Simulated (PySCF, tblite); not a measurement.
# C₄H₈BFO₂: a rotation path, then NMR shifts on frames, part 2 of 2

tblite 0.8.0 and PySCF 2.14.0. Atoms count from 0. The steps go on from the part before.

**5. Nuclear shieldings: image 5, PBE0/pcSseg-1**

Job settings and geometry (Å):

```
{"job": {"kind": "nmr", "xc": "PBE0", "basis": "pcSseg-1", "pop": false}, "charge": 0, "multiplicity": 1}
C      1.885400     0.070900    -0.553000
C      1.049000     0.399400     0.678400
C     -0.297500    -0.355700     0.671200
O     -0.402100    -1.253900    -0.421300
B     -1.512500    -0.978700    -1.129400
O     -2.248000     0.037300    -0.577600
C     -1.556100     0.551000     0.498400
F     -1.226700     1.855600     0.219100
H      2.808900     0.642600    -0.537300
H      2.119700    -0.990000    -0.574800
H      1.337600     0.319100    -1.458100
H      1.604300     0.138100     1.580100
H      0.860100     1.472500     0.705500
H     -0.407500    -0.953400     1.583800
H     -1.830300    -1.543800    -2.088900
H     -2.192000     0.598100     1.392400
```

With the program's defaults for keys left out, this is: GIAO PBE0/pcSseg-1 NMR shielding, non-relativistic, gas phase.

Standard output:

```text
coarse grid: 13648 points
cycle   1  E = -431.7263054008  dE =  1.231e+00  |g| = 9.101e-01  |ddm| = 3.425e+00
cycle   2  E = -431.5720550791  dE =  1.543e-01  |g| = 1.324e+00  |ddm| = 1.337e+00
cycle   3  E = -431.8716858688  dE = -2.996e-01  |g| = 7.461e-02  |ddm| = 8.404e-01
cycle   4  E = -431.8723906587  dE = -7.048e-04  |g| = 4.848e-02  |ddm| = 7.589e-02
cycle   5  E = -431.8728237824  dE = -4.331e-04  |g| = 1.195e-02  |ddm| = 3.487e-02
cycle   6  E = -431.8728453201  dE = -2.154e-05  |g| = 4.283e-03  |ddm| = 9.226e-03
cycle   7  E = -431.8728491876  dE = -3.868e-06  |g| = 4.271e-04  |ddm| = 3.244e-03
final grid: 133040 points
cycle   8  E = -431.9485794565  dE = -5.293e-05  |g| = 1.161e-02  |ddm| = 2.907e-02
cycle   9  E = -431.9485568175  dE =  2.264e-05  |g| = 1.633e-02  |ddm| = 1.648e-02
cycle  10  E = -431.9486051912  dE = -4.837e-05  |g| = 9.764e-04  |ddm| = 9.723e-03
cycle  11  E = -431.9486053865  dE = -1.953e-07  |g| = 2.832e-04  |ddm| = 9.522e-04
cycle  12  E = -431.9486054024  dE = -1.588e-08  |g| = 8.834e-05  |ddm| = 2.508e-04
cycle  13  E = -431.9486054036  dE = -1.250e-09  |g| = 3.677e-05  |ddm| = 7.606e-05
cycle  14  E = -431.9486054038  dE = -2.228e-10  |g| = 9.204e-06  |ddm| = 2.833e-05
converged SCF energy = -431.9486054038

GIAO shielding tensors (ppm)
atom      isotropic    diamagn.    paramagn.     s11        s22        s33       span
  0 C      176.199     246.408     -70.209    171.236    175.792    181.569     10.333
  1 C      166.901     248.622     -81.721    148.823    171.742    180.138     31.314
  2 C      105.591     248.982    -143.391     73.543    101.639    141.590     68.048
  3 O      177.101     394.506    -217.404     26.431    216.743    288.131    261.699
  4 B       72.789     199.475    -126.686     58.562     73.714     86.091     27.530
  5 O      145.060     392.940    -247.879     31.868    143.981    259.331    227.463
  6 C       71.666     243.899    -172.233     45.055     73.755     96.188     51.134
  7 F      318.900     475.275    -156.375    235.599    340.439    380.662    145.062
  8 H       30.746      28.335       2.411     26.063     27.768     38.408     12.345
  9 H       30.384      29.684       0.700     25.734     28.703     36.715     10.982
 10 H       30.940      30.728       0.212     26.122     30.512     36.186     10.064
 11 H       30.083      30.643      -0.560     25.043     28.189     37.015     11.972
 12 H       29.275      31.434      -2.159     23.884     29.783     34.158     10.273
 13 H       27.035      31.480      -4.445     23.269     25.784     32.052      8.783
 14 H       27.605      30.077      -2.472     24.910     26.194     31.712      6.803
 15 H       25.378      28.921      -3.543     22.152     24.238     29.742      7.590
```

Run time: 16 s. Hardware: 1 thread of Arm Neoverse V2, shared host; peak memory 0.84 GiB.

Key values: δ C6 115.3, C2 81.3, C1 20.0, C0 10.7, H15 6.34, H13 4.68 ppm.

**6. NMR shieldings: image 6, PBE0/pcSseg-1**

Job settings and geometry (Å):

```
{"job": {"kind": "nmr", "xc": "PBE0", "basis": "pcSseg-1", "pop": false}, "charge": 0, "multiplicity": 1}
C      1.799700     0.158700    -0.585800
C      1.065600     0.330000     0.739100
C     -0.309700    -0.365100     0.721200
O     -0.405500    -1.336800    -0.307100
B     -1.465000    -1.059900    -1.090400
O     -2.175100     0.026100    -0.649500
C     -1.509000     0.585000     0.419800
F     -1.095600     1.846400     0.064700
H      2.748000     0.687700    -0.557400
H      1.984700    -0.896200    -0.771700
H      1.204200     0.554100    -1.404600
H      1.669700    -0.085100     1.546700
H      0.919300     1.391400     0.942400
H     -0.489600    -0.883600     1.670400
H     -1.766500    -1.673900    -2.024600
H     -2.182700     0.730000     1.275200
```

With the program's defaults for keys left out, this is: GIAO PBE0/pcSseg-1 NMR shielding, non-relativistic, gas phase.

Standard output:

```text
coarse grid: 13648 points
cycle   1  E = -431.7288892164  dE =  1.231e+00  |g| = 9.089e-01  |ddm| = 3.424e+00
cycle   2  E = -431.5760612308  dE =  1.528e-01  |g| = 1.321e+00  |ddm| = 1.334e+00
cycle   3  E = -431.8738424869  dE = -2.978e-01  |g| = 7.432e-02  |ddm| = 8.370e-01
cycle   4  E = -431.8745465935  dE = -7.041e-04  |g| = 4.801e-02  |ddm| = 7.558e-02
cycle   5  E = -431.8749749118  dE = -4.283e-04  |g| = 1.185e-02  |ddm| = 3.479e-02
cycle   6  E = -431.8749959199  dE = -2.101e-05  |g| = 4.310e-03  |ddm| = 9.164e-03
cycle   7  E = -431.8749998069  dE = -3.887e-06  |g| = 4.193e-04  |ddm| = 3.238e-03
final grid: 133040 points
cycle   8  E = -431.9504558932  dE = -5.460e-05  |g| = 1.180e-02  |ddm| = 2.993e-02
cycle   9  E = -431.9504324580  dE =  2.344e-05  |g| = 1.661e-02  |ddm| = 1.689e-02
cycle  10  E = -431.9504825713  dE = -5.011e-05  |g| = 1.003e-03  |ddm| = 9.906e-03
cycle  11  E = -431.9504827770  dE = -2.057e-07  |g| = 2.930e-04  |ddm| = 9.873e-04
cycle  12  E = -431.9504827936  dE = -1.654e-08  |g| = 9.733e-05  |ddm| = 2.634e-04
cycle  13  E = -431.9504827951  dE = -1.507e-09  |g| = 3.988e-05  |ddm| = 8.080e-05
cycle  14  E = -431.9504827953  dE = -2.680e-10  |g| = 8.950e-06  |ddm| = 3.011e-05
converged SCF energy = -431.9504827953

GIAO shielding tensors (ppm)
atom      isotropic    diamagn.    paramagn.     s11        s22        s33       span
  0 C      176.615     246.984     -70.370    171.748    175.769    182.327     10.579
  1 C      165.680     248.437     -82.757    150.122    169.308    177.609     27.487
  2 C      105.107     249.609    -144.502     73.507    100.733    141.082     67.575
  3 O      178.390     394.563    -216.172     28.039    221.758    285.374    257.336
  4 B       72.725     199.247    -126.522     58.356     73.805     86.015     27.659
  5 O      143.697     392.892    -249.194     31.716    141.110    258.266    226.551
  6 C       71.152     243.387    -172.235     44.530     73.826     95.100     50.570
  7 F      322.059     475.593    -153.534    234.431    346.707    385.041    150.610
  8 H       30.748      28.456       2.292     26.123     27.653     38.466     12.343
  9 H       30.288      29.951       0.337     25.365     29.153     36.345     10.980
 10 H       31.156      31.002       0.154     26.438     30.694     36.336      9.898
 11 H       29.943      30.539      -0.596     24.794     28.115     36.919     12.125
 12 H       29.429      31.328      -1.899     24.635     29.447     34.204      9.569
 13 H       27.034      31.442      -4.408     23.496     25.669     31.936      8.440
 14 H       27.590      29.998      -2.408     24.925     26.141     31.704      6.779
 15 H       25.399      28.972      -3.573     22.154     24.275     29.769      7.614
```

Wall time 16 s (1 thread of Arm Neoverse V2, shared host); peak memory 0.84 GiB.

Key values: δ C6 115.8, C2 81.8, C1 21.2, C0 10.3, H15 6.32, H13 4.68 ppm.

**7. Nuclear shieldings: image 8, PBE0/pcSseg-1**

Job settings and geometry (Å):

```
{"job": {"kind": "nmr", "xc": "PBE0", "basis": "pcSseg-1", "pop": false}, "charge": 0, "multiplicity": 1}
C      1.685600     0.363300    -0.605600
C      1.093500     0.198200     0.790100
C     -0.337000    -0.354800     0.781800
O     -0.456400    -1.473200    -0.080500
B     -1.426100    -1.236800    -0.985700
O     -2.043400    -0.029200    -0.794100
C     -1.428700     0.623100     0.255500
F     -0.895600     1.804800    -0.194800
H      2.722400     0.680900    -0.526100
H      1.650900    -0.583100    -1.140100
H      1.140500     1.108600    -1.177400
H      1.711200    -0.498800     1.359400
H      1.083300     1.155800     1.313000
H     -0.606200    -0.683100     1.794000
H     -1.736000    -1.978800    -1.819100
H     -2.165800     0.912100     1.018300
```

With the program's defaults for keys left out, this is: GIAO PBE0/pcSseg-1 NMR shielding, non-relativistic, gas phase.

Standard output:

```text
coarse grid: 13648 points
cycle   1  E = -431.7340026578  dE =  1.229e+00  |g| = 9.070e-01  |ddm| = 3.417e+00
cycle   2  E = -431.5842943074  dE =  1.497e-01  |g| = 1.313e+00  |ddm| = 1.316e+00
cycle   3  E = -431.8785219806  dE = -2.942e-01  |g| = 7.381e-02  |ddm| = 8.251e-01
cycle   4  E = -431.8792376629  dE = -7.157e-04  |g| = 4.668e-02  |ddm| = 7.604e-02
cycle   5  E = -431.8796516163  dE = -4.140e-04  |g| = 1.168e-02  |ddm| = 3.471e-02
cycle   6  E = -431.8796717636  dE = -2.015e-05  |g| = 4.370e-03  |ddm| = 9.036e-03
cycle   7  E = -431.8796756547  dE = -3.891e-06  |g| = 4.276e-04  |ddm| = 3.186e-03
final grid: 133040 points
cycle   8  E = -431.9546837791  dE = -4.874e-05  |g| = 1.232e-02  |ddm| = 2.887e-02
cycle   9  E = -431.9546570270  dE =  2.675e-05  |g| = 1.752e-02  |ddm| = 1.768e-02
cycle  10  E = -431.9547125956  dE = -5.557e-05  |g| = 1.066e-03  |ddm| = 1.049e-02
cycle  11  E = -431.9547128256  dE = -2.300e-07  |g| = 3.185e-04  |ddm| = 1.014e-03
cycle  12  E = -431.9547128439  dE = -1.831e-08  |g| = 1.155e-04  |ddm| = 2.799e-04
cycle  13  E = -431.9547128460  dE = -2.090e-09  |g| = 4.166e-05  |ddm| = 8.875e-05
cycle  14  E = -431.9547128463  dE = -3.100e-10  |g| = 8.161e-06  |ddm| = 3.137e-05
converged SCF energy = -431.9547128463

GIAO shielding tensors (ppm)
atom      isotropic    diamagn.    paramagn.     s11        s22        s33       span
  0 C      178.200     248.429     -70.228    167.271    178.532    188.798     21.527
  1 C      160.987     247.309     -86.322    151.535    161.784    169.643     18.108
  2 C      103.741     250.934    -147.192     74.279     98.882    138.063     63.784
  3 O      176.587     394.296    -217.709     33.273    221.667    274.819    241.546
  4 B       72.876     199.212    -126.336     58.183     73.926     86.519     28.336
  5 O      140.411     392.964    -252.553     29.203    135.171    256.859    227.656
  6 C       70.005     242.545    -172.541     42.624     73.453     93.937     51.313
  7 F      326.280     475.746    -149.466    240.999    346.985    390.856    149.857
  8 H       30.764      28.665       2.099     25.983     27.729     38.578     12.595
  9 H       30.392      30.729      -0.337     25.399     30.232     35.546     10.147
 10 H       30.592      30.988      -0.396     25.011     30.860     35.906     10.895
 11 H       29.742      30.278      -0.536     24.628     28.130     36.467     11.840
 12 H       29.824      30.916      -1.093     26.301     27.780     35.390      9.089
 13 H       27.049      31.394      -4.346     23.734     25.713     31.699      7.965
 14 H       27.567      29.903      -2.336     25.023     26.041     31.636      6.614
 15 H       25.267      28.900      -3.633     21.980     24.252     29.569      7.588
```

It took 16 s on 1 thread of Arm Neoverse V2, shared host; peak memory 0.84 GiB.

In short: δ C6 116.9, C2 83.2, C1 25.9, C0 8.7, H15 6.45, H13 4.67 ppm.

**8. Run by run: NMR shifts**

Shifts (ppm) of some atoms, chosen among heavy atoms and hydrogens apart, with basis size and wall time:

```tsv
frame	C2	C1	C0	H12	H10	O3	F7	functions	time
image 0	87.3	28.6	13.4	1.64	1.59	163.9	-151.8	176	17 s
image 2	84.4	24.9	11.5	2.13	1.56	162.0	-149.3	176	16 s
image 5	81.3	20.0	10.7	2.44	0.78	159.0	-148.0	176	16 s
image 6	81.8	21.2	10.3	2.29	0.56	157.7	-151.1	176	16 s
image 8	83.2	25.9	8.7	1.89	1.12	159.5	-155.3	176	16 s
```

**9. Summary of results**

The summary covers parts 1 to 2.

| quantity | value |
| --- | --- |
| barrier | 0.171 eV (4.0 kcal/mol) at image 5 |
| end to end (GFN2-xTB) | 0.055 eV |
| 13C shifts against TMS (PBE0/pcSseg-1, image 0) | 115.6, 87.3, 28.6, 13.4 ppm |
| 1H shifts against TMS (PBE0/pcSseg-1, image 0) | 6.39, 4.22, 4.13, 1.72, 1.64, 1.59, 1.29, 0.88 ppm |
| 17O shifts against H2O (PBE0/pcSseg-1, image 0) | 192.3, 163.9 ppm |
| 11B shifts against BF3·OEt2 (PBE0/pcSseg-1, image 0) | 27.3 ppm |
| 19F shifts against CFCl3 (PBE0/pcSseg-1, image 0) | -151.8 ppm |
| range of the shift of C1 | 20.0 to 28.6 ppm |

What this shows: Along the band the dihedral turns by 113°, and the top (dihedral 4°) lies 4.0 kcal/mol above the start (GFN2-xTB, rough), so at room temperature this motion is fast. The top was not checked by a frequency run. Shifts at one fixed geometry are not the observed spectrum, which averages over the motion. In the first frame run (image 0): The largest span, 241 ppm, is at O3, where the paramagnetic term is -222 ppm. In ppm, C1 moves most: its shift spreads over 8.6 ppm, from 20.0 (image 5) to 28.6 (image 0).
